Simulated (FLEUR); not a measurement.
Crystal: VWC2.

```xyz
4
Lattice="1.5170 0.8759 4.9339 -1.5170 0.8759 4.9339 0.0000 -1.7517 4.9339" Properties=species:S:1:pos:R:3 pbc="T T T"
W     0.0000    0.0000    0.0000
V     0.0000    0.0000    7.4008
C     0.0000    0.0000    3.6485
C     0.0000    0.0000   11.1532
```

The cell comes from a database or a generator and needn't be the stable form of this composition.

Base run:

```yaml
Program: FLEUR MaX-R8.1 (later development tree)
Functional: PBEsol
Potentials_or_basis: all-electron
Basis: FLAPW
Kmax: 4.73 1/bohr
k_mesh: 8 × 8 × 8
Occupations: fermi-dirac, width 0.05 eV
Spin: collinear spin, ferromagnetic start
Starting_moments: "[0.0, 2.001, 0.0, 0.0] μB"
Hubbard_terms: V d U = 5 eV
```

Its results: band gap on the k mesh none (metal or under the smearing width); net moment 1.02 μB per cell; site moments W -0.09; V +1.18; C -0.07 μB.

Question: The run is repeated on the same cell with these changes: hubbard terms from V d U = 5 eV to V d U = 6 eV. What comes out?

Answer: Band gap on the k mesh none (metal or under the smearing width); net moment 1.23 μB per cell; site moments W -0.10; V +1.39; C -0.08 μB.

Caveats: the U is typed as a test and isn't derived for this compound.

Not every run made on this cell is shown here.
